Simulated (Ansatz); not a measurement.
Run this with Ansatz 0.2.0 through its Python package and show what comes out.

The script, `run_scan.py`:
```python
'''Potential curve of CH5BrGeSi along one bond.'''

import ansatz as az
import numpy as np


def main() -> None:
    geometry_ang = [
        ('Br', (-2.2271, 0.4015, 0.869)),
        ('C', (-0.7866, 0.3667, -0.3709)),
        ('Si', (0.7386, 0.9595, 0.3719)),
        ('Ge', (0.2902, -1.2631, -0.1957)),
        ('H', (-0.9483, 0.6872, -1.435)),
        ('H', (1.7565, 1.5416, -0.5475)),
        ('H', (0.7752, 1.1596, 1.8466)),
        ('H', (0.7945, -1.7551, -1.5634)),
        ('H', (-0.3045, -2.1442, 1.0079)),
    ]
    molecule = az.Crystal.molecule()
    for symbol, xyz in geometry_ang:
        molecule = molecule.atom(symbol, xyz)

    symbols = [site.symbol for site in molecule.cartesian_sites]
    start = np.array([site.position_ang for site in molecule.cartesian_sites])
    axis = (start[6] - start[2]) / np.linalg.norm(start[6] - start[2])
    moving = [6]
    lengths, energies = [1.31, 1.37, 1.429, 1.489, 1.548, 1.608, 1.667, 1.757], []
    for length in lengths:
        xyz = start.copy()
        xyz[moving] += (length - np.linalg.norm(start[6] - start[2])) * axis
        point = az.Crystal.molecule()
        for symbol, place in zip(symbols, xyz):
            point = point.atom(symbol, place.tolist())
        job = point.calculation()
        job = job.basis(gaussian='def2-SVP').functional('PBE', dispersion='d3bj')
        report = job.run(threads=1, backend='cpu').report
        energies.append(report['free_energy_ev'])
        print(f'r = {length:6.3f} A  E = {energies[-1]:.5f} eV  <S^2> = {abs(report["mean_field"]["state"]["spin_squared"]):.3f}')

    # quartic fit about the minimum
    fit = np.polynomial.Polynomial.fit(lengths, np.array(energies) - min(energies), 4).convert()
    roots = [r.real for r in fit.deriv().roots() if abs(r.imag) < 1e-9 and fit.deriv(2)(r.real) > 0]
    r_e = min(roots, key=lambda r: abs(r - lengths[int(np.argmin(energies))]))
    print(f'minimum of the fit at {r_e:.4f} A, force constant {fit.deriv(2)(r_e):.2f} eV/A^2')


if __name__ == '__main__':
    main()
```

Output of `python run_scan.py`:
```text
r =  1.310 A  E = -135515.00636 eV  <S^2> = 0.000
r =  1.370 A  E = -135515.23464 eV  <S^2> = 0.000
r =  1.429 A  E = -135515.35384 eV  <S^2> = 0.000
r =  1.489 A  E = -135515.39158 eV  <S^2> = 0.000
r =  1.548 A  E = -135515.36521 eV  <S^2> = 0.000
r =  1.608 A  E = -135515.28915 eV  <S^2> = 0.000
r =  1.667 A  E = -135515.17802 eV  <S^2> = 0.000
r =  1.757 A  E = -135514.96088 eV  <S^2> = 0.000
minimum of the fit at 1.4910 A, force constant 17.91 eV/A^2
```

Caveats:
- Total energies depend on the basis set; only differences at equal settings carry meaning.
- The rest of the molecule is held rigid at a force-field or estimated start geometry, and the basis set is modest; single-reference methods fail as a bond breaks.
- The orbitals are restricted, so S² is zero by construction.
- Wall time of the script: 37 s on 1 thread of Arm Neoverse V1 (shared host), peak memory 0.24 GiB.
